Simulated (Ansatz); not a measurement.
# FGaH4O: the cost of one run

Method: RKS PBE0-D4/def2-SVP, in Ansatz 0.2.0.

**1. Starting point**

Bond lengths: Ga1–O2 2.140 Å, O2–H3 1.010 Å, Ga1–H4 1.570 Å, Ga1–H5 1.570 Å, Ga1–F6 2.000 Å. Angles: Ga1–O2–H3 109.5°, O2–Ga1–H4 120.0°, O2–Ga1–H5 120.0°, O2–Ga1–F6 71.6°, H4–Ga1–H5 120.0°, H4–Ga1–F6 96.8°, H5–Ga1–F6 101.3°.

As a file:

```xyz
7

Ga    0.0000    0.0000    0.0000
O     0.0000    0.0000    2.1400
H    -0.9095   -0.2814    2.4771
H     1.3596    0.0000   -0.7850
H    -1.3596    0.0000   -0.7850
F     0.0896    1.8959    0.6306
H     0.0595    1.2585    1.7126
```

**2. Pulling towards end A**

Springs on the bonds that form and break draw the guess towards this end; the thresholds are loose.

input.yaml reads:

```yaml
crystal:
  periodic: [false, false, false]
  atoms:
    - { symbol: Ga, position_ang: [0.0, 0.0, 0.0] }
    - { symbol: O, position_ang: [0.0, 0.0, 2.14] }
    - { symbol: H, position_ang: [-0.9095, -0.2814, 2.4771] }
    - { symbol: H, position_ang: [1.3596, 0.0, -0.785] }
    - { symbol: H, position_ang: [-1.3596, 0.0, -0.785] }
    - { symbol: F, position_ang: [0.0896, 1.8959, 0.6306] }
    - { symbol: H, position_ang: [0.0595, 1.2585, 1.7126] }
basis:
  gaussian: { orbitals: def2-SVP }
hamiltonian:
  xc: pbe0
  dispersion: d4
relax:
  f_tol: 0.15
  max_steps: 25
  restrain:
    - { distance: [0, 5], at: 2.9, k: 30.0 }
    - { distance: [6, 1], at: 2.21, k: 30.0 }
    - { distance: [0, 1], at: 1.79, k: 30.0 }
    - { distance: [6, 5], at: 0.92, k: 30.0 }
output:
  orbitals: {}
```

Command:

```sh
> ansatz run input.yaml --threads 1 --pin off --max-ram 2048MiB --backend cpu --events-out ev --progress --plain --runs-dir out
```

Q: Estimate wall time and peak memory on 1 thread of Arm Neoverse N1, shared host.

About 43 s, with a peak of 0.16 GiB.
